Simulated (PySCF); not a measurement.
**A diatomic session: BPt**

The task here is to estimate one member of a computed series from the others.

Method: B x2c-TZVPPall, Pt x2c-TZVPPall, spin-free X2C with a Gaussian nucleus; program: PySCF 2.14.0.

The first run:

Settings of the job:

```json
{"atoms": "B, Pt", "charge": "0", "basis": "B x2c-TZVPPall, Pt x2c-TZVPPall", "Hamiltonian": "spin-free X2C with a Gaussian nucleus", "basis functions": "128", "electrons treated": "83", "masses in u": "11.0093, 194.9648", "levels": "PBE0, PBE, r²SCAN, MN15, TPSSh, r²SCANh, BLYP, ωB97M-V, HF, MP2, SCS-MP2", "grid": "80 radial by 434 angular points", "occupations": "held fixed by the projection of orbital angular momentum", "dissociation limit": "B + Pt, each in its ground configuration", "starting distance in angstrom": "1.990", "values of 2S to try": "1, 3, 5"}
```

Command:

```bash
OMP_NUM_THREADS=2 python dia.py task.json out
```

Among the steps run: The job; PBE0 along the bond; Higher solutions at PBE0; PBE; r²SCAN (meta-GGA); MN15; TPSSh; r²SCANh; BLYP; ωB97M-V (range-separated hybrid); ROHF.

One of the session's tables, all rows but one given; the rest of the session is left out.

It belongs to the step «The curves together». Energy (eV) from each level's lowest point:

| R (Å) | ROHF | ROHF-MP2 | ROHF-SCS-MP2 | PBE | BLYP |
| --- | --- | --- | --- | --- | --- |
| 1.503 | 1.524 | 1.636 | 1.629 | 1.615 | 1.692 |
| 1.573 | ? | ? | ? | ? | ? |
| 1.643 | 0.264 | 0.128 | 0.133 | 0.244 | 0.276 |
| 1.696 | 0.079 | 0.000 | 0.000 | 0.061 | 0.077 |
| 1.748 | 0.000 | 0.034 | 0.022 | 0.000 | 0.000 |
| 1.800 | 0.005 | 0.166 | 0.140 | 0.032 | 0.017 |
| 1.870 | 0.110 | 0.456 | 0.404 | 0.181 | 0.146 |
| 1.958 | 0.346 | 0.939 | 0.852 | 0.481 | 0.423 |
| 2.063 | 0.714 | 1.617 | 1.481 | 0.933 | 0.847 |
| 2.203 | 1.246 | 2.571 | 2.364 | 1.588 | 1.469 |

Estimate the missing values for R (Å) = 1.573.

Worked estimate for «ROHF». A straight line through the neighbours (1.503, 1.524) and (1.643, 0.264) gives 1.524 + (0.264 − 1.524) × (1.573 − 1.503) / (1.643 − 1.503) = 0.894; a parabola fitted to 3 rows on both sides gives 0.754.

As computed: ROHF: 0.722; ROHF-MP2: 0.672; ROHF-SCS-MP2: 0.675; PBE: 0.738; BLYP: 0.792. In «ROHF» the line misses by +0.172 and the parabola by +0.032.
